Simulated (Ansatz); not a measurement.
# TiRh: a tetragonal deformation path

An exercise on one series of results from a longer session: the logs are not shown, and one member is left open.

Computed with Ansatz 0.2.0 (DFT PBEsol, scalar-relativistic, plane waves, PAW, unless a step's input says otherwise).

## Starting point

The structure is tetragonal, space group P4/mmm (No. 123). Conventional cell: a = 2.988 Å, b = 2.988 Å, c = 3.350 Å, α = 90.00°, β = 90.00°, γ = 90.00°. Ti (site symmetry 4/mmm) is surrounded by 8 Rh at 2.70 Å and 4 Ti at 2.99 Å. Around Rh (site symmetry 4/mmm) lie 8 Ti at 2.70 Å and 4 Rh at 2.99 Å.

Structure file:

```cif
data_structure
_symmetry_space_group_name_H-M 'P 1'
_symmetry_Int_Tables_number 1
_cell_length_a 2.9880
_cell_length_b 2.9880
_cell_length_c 3.3500
_cell_angle_alpha 90.000
_cell_angle_beta 90.000
_cell_angle_gamma 90.000
_cell_volume 29.91
loop_
_atom_site_label
_atom_site_type_symbol
_atom_site_fract_x
_atom_site_fract_y
_atom_site_fract_z
_atom_site_occupancy
Ti1 Ti 0.50000 0.50000 0.50000 1
Rh1 Rh 0.00000 0.00000 0.00000 1
```

No relaxation comes first: the listed cell is the starting point.

## The reference cell

The reference gives a free energy of -8814.1243 eV, pressure -6.69 GPa, largest force 0.000 eV/Å and gap on the mesh none (metal). It was computed beforehand with the settings of the runs below.

Set-up of the first run:

At fixed volume and fractional coordinates, lengths along (0.000, 0.000, 1.000) are scaled against those across it; ρ is that ratio over its starting value.

File input.yaml:

```yaml
crystal:
  lattice:
    - [3.1543335696, 0.0, 0.0]
    - [0.0, 3.1543335696, 0.0]
    - [0.0, 0.0, 3.0060123292]
  atoms:
    - { symbol: Ti, position: [0.5, 0.5, 0.5] }
    - { symbol: Rh, position: [0.0, 0.0, 0.0] }
basis:
  ecutwfc: 420
kpoints:
  mp_grid: { grid: [18, 18, 16] }
hamiltonian:
  xc: pbesol
scf:
  occupations: { method: gaussian, width: 0.15 }
output:
  forces: true
  stress: true
  eigenvalues: true
```

Command:

```console
$ ansatz run input.yaml --threads 1 --pin off --max-ram 2560MiB --backend cpu --events-out ev --progress --plain --runs-dir out
```

Among the steps run: At ρ = 0.850; ρ = 1.200; ρ = 0.920; At ρ = 1.100; Point ρ = 0.960; At ρ = 1.050; ρ = 0.800; Point ρ = 1.300.

One of the session's tables, all rows but one given; the rest of the session is left out.

It belongs to the step «The scan collected». Collected from the runs (energy zero: the undisturbed cell):

```
    ρ  ΔE (meV/atom)  pressure (GPa)
0.800           17.6            -6.1
0.850           12.9            -6.3
0.920           15.0            -6.2
0.960            7.1            -6.5
1.000            0.0            -6.7
1.050           -1.2            -6.9
1.100           13.0            -7.0
1.200              ?               ?
1.300          184.4            -6.6
```

Estimate the missing values for ρ = 1.200.

Worked estimate for «ΔE (meV/atom)». A straight line through the neighbours (1.100, 13.0) and (1.300, 184.4) gives 13.0 + (184.4 − 13.0) × (1.200 − 1.100) / (1.300 − 1.100) = 98.7; a parabola fitted to 3 rows on both sides gives 75.8.

As computed: ΔE (meV/atom): 82.2; pressure (GPa): -6.9. In «ΔE (meV/atom)» the line misses by +16.5 and the parabola by -6.4.
